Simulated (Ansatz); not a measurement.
# H4SSiTeZn: the cost of one run

Method: the settings change from run to run; program: Ansatz 0.2.0, Gaussian basis.

**1. The relaxed structure**

An earlier PBE0-D4 in a triple-zeta def2 set relaxation fixed the geometry. Te takes a core potential in def2 sets; no spin-orbit term is included.

SMILES `[ZnH][S][SiH2][TeH]`, 8 atoms, charge 0, spin multiplicity 1.

Atoms are counted from 1 here; the program's logs count them from 0.

Bond lengths: Zn1–S2 2.237 Å, Zn1–H5 1.541 Å, S2–Si3 2.090 Å, Si3–Te4 2.540 Å, Si3–H6 1.486 Å, Si3–H7 1.484 Å, Te4–H8 1.659 Å. Angles: S2–Zn1–H5 156.2°, Zn1–S2–Si3 91.5°, S2–Si3–Te4 108.8°, S2–Si3–H6 114.6°, S2–Si3–H7 113.6°, Te4–Si3–H6 101.6°, Te4–Si3–H7 108.3°, H6–Si3–H7 109.2°, Si3–Te4–H8 91.0°.

**2. wB97X-V/def2-SVP**

Input file in.yaml:

```yaml
crystal:
  periodic: [false, false, false]
  atoms:
    - {symbol: Zn, position_ang: [-0.866841, 0.845093, -1.495231]}
    - {symbol: S, position_ang: [1.208605, 0.009542, -1.485654]}
    - {symbol: Si, position_ang: [1.160189, -0.231912, 0.589760]}
    - {symbol: Te, position_ang: [-1.237747, 0.024435, 1.388029]}
    - {symbol: H, position_ang: [-2.122937, 1.495250, -2.107606]}
    - {symbol: H, position_ang: [1.846068, 0.841568, 1.354306]}
    - {symbol: H, position_ang: [1.663361, -1.551476, 1.045181]}
    - {symbol: H, position_ang: [-1.650698, -1.432489, 0.711214]}
basis:
  gaussian: {orbitals: def2-SVP}
hamiltonian: {xc: {name: wB97X-V}}
```

Launch:

```sh
$ ansatz run in.yaml --threads 4 --pin off --events-out ev --progress --plain --max-ram 10444MiB
```

Q: Estimate wall time and peak memory on 4 threads of Intel Xeon Platinum 8488C, shared host.

About 4.3 s, with a peak of 0.44 GiB.
